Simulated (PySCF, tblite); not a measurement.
# C5H15BOSi: geometry, infrared bands and NMR shifts

What infrared bands and NMR shifts should C5H15BOSi (`BC[SiH2]OC(C)(C)C`) show?

The runs use tblite 0.8.0 and PySCF 2.14.0, with density-fitted response routines of our own; the level of theory stands in each step. All values are computed, except where a source is named. Atoms count from 0, in the outputs and in this text.

## Step 1: Starting geometry

23 atoms, charge 0, multiplicity 1; geometry from: force field or distance geometry start.

Bonds of the start (Å): B0–C1 1.61, C1–Si2 1.87, Si2–O3 1.70, O3–C4 1.39, C4–C5 1.52, C4–C6 1.52, C4–C7 1.51, B0–H8 1.20, B0–H9 1.21, C1–H10 1.09, C1–H11 1.12, Si2–H12 1.48, Si2–H13 1.47, C5–H14 1.13, C5–H15 1.11, C5–H16 1.12, C6–H17 1.11, C6–H18 1.11, C6–H19 1.12, C7–H20 1.14, C7–H21 1.08, C7–H22 1.12.

## Step 2: Optimising the geometry with GFN2-xTB

What the job is given:

```
{"job": {"kind": "relax", "xc": "GFN2-xTB", "basis": "xTB"}, "charge": 0, "multiplicity": 1}
B      3.886100     0.276800    -0.151300
C      2.759200    -0.632000    -0.858100
Si     1.175600    -0.014200    -0.079700
O     -0.223400    -0.791700    -0.667000
C     -1.322700    -0.195900    -0.055800
C     -1.225600    -0.331900     1.451600
C     -2.615000    -0.885200    -0.454600
C     -1.441000     1.279600    -0.374000
H      3.920600     1.419400    -0.502000
H      3.939700     0.129800     1.043500
H      2.774100    -0.571900    -1.943300
H      2.960600    -1.681600    -0.515600
H      1.346300    -0.175900     1.381100
H      1.116700     1.411400    -0.426300
H     -0.633300     0.538900     1.869700
H     -2.261700    -0.248900     1.841600
H     -0.742900    -1.313600     1.701400
H     -3.298500    -0.099800    -0.829900
H     -3.022400    -1.385200     0.451400
H     -2.441100    -1.679100    -1.225700
H     -2.506000     1.565300    -0.097900
H     -0.769900     1.911600     0.192300
H     -1.380100     1.501100    -1.468500
```

On the command line:

```sh
> OMP_NUM_THREADS=1 python probes_run.py task.json out
```

One launch serves the whole session: the jobs run in the order shown.

**Question.** This job is followed by: GFN2-xTB harmonic vibrations, gas phase; GIAO PBE0/pcSseg-1 NMR shielding, non-relativistic, gas phase. Predict these results of the whole session: strongest single infrared mode (GFN2-xTB); zero-point energy (GFN2-xTB); 13C shifts against TMS (PBE0/pcSseg-1, means over atoms taken as alike); 1H shifts against TMS (PBE0/pcSseg-1, means over atoms taken as alike); 11B shifts against BF3·OEt2 (PBE0/pcSseg-1); 29Si shifts against TMS (PBE0/pcSseg-1); 17O shifts against H2O (PBE0/pcSseg-1).

**Answer**, as computed:

| quantity | value |
| --- | --- |
| strongest single infrared mode (GFN2-xTB) | 2170 cm⁻¹, 449 km/mol |
| zero-point energy (GFN2-xTB) | 118.2 kcal/mol |
| 13C shifts against TMS (PBE0/pcSseg-1, means over atoms taken as alike) | 73.2, 39.2, 32.7 ppm |
| 1H shifts against TMS (PBE0/pcSseg-1, means over atoms taken as alike) | 7.87, 5.11, 2.68, 1.35 ppm |
| 11B shifts against BF3·OEt2 (PBE0/pcSseg-1) | 85.6 ppm |
| 29Si shifts against TMS (PBE0/pcSseg-1) | -43.3 ppm |
| 17O shifts against H2O (PBE0/pcSseg-1) | 68.0 ppm |

The optimisation took 107 steps and gained 1.684 eV; among the close pairs (by a distance rule), Si2–O3 changed most, from 1.705 to 1.612 Å. The lowest mode is slightly imaginary (17i cm⁻¹), a soft motion within the noise of the Hessian, so the minimum is not strictly shown. The strongest single mode, at 2170 cm⁻¹, moves mainly H13 and H12. GFN2-xTB is a fitted tight-binding method: band positions and strengths are rough. Its intensities can rank the bands wrongly. C4 (fully substituted sp3 carbon bonded to O) lies farthest downfield among carbon, at 73.2 ppm; pulled downfield by the heteroatom. At PBE0/pcSseg-1: The widest tensor belongs to B0: span 208 ppm, with a paramagnetic part of -176 ppm.
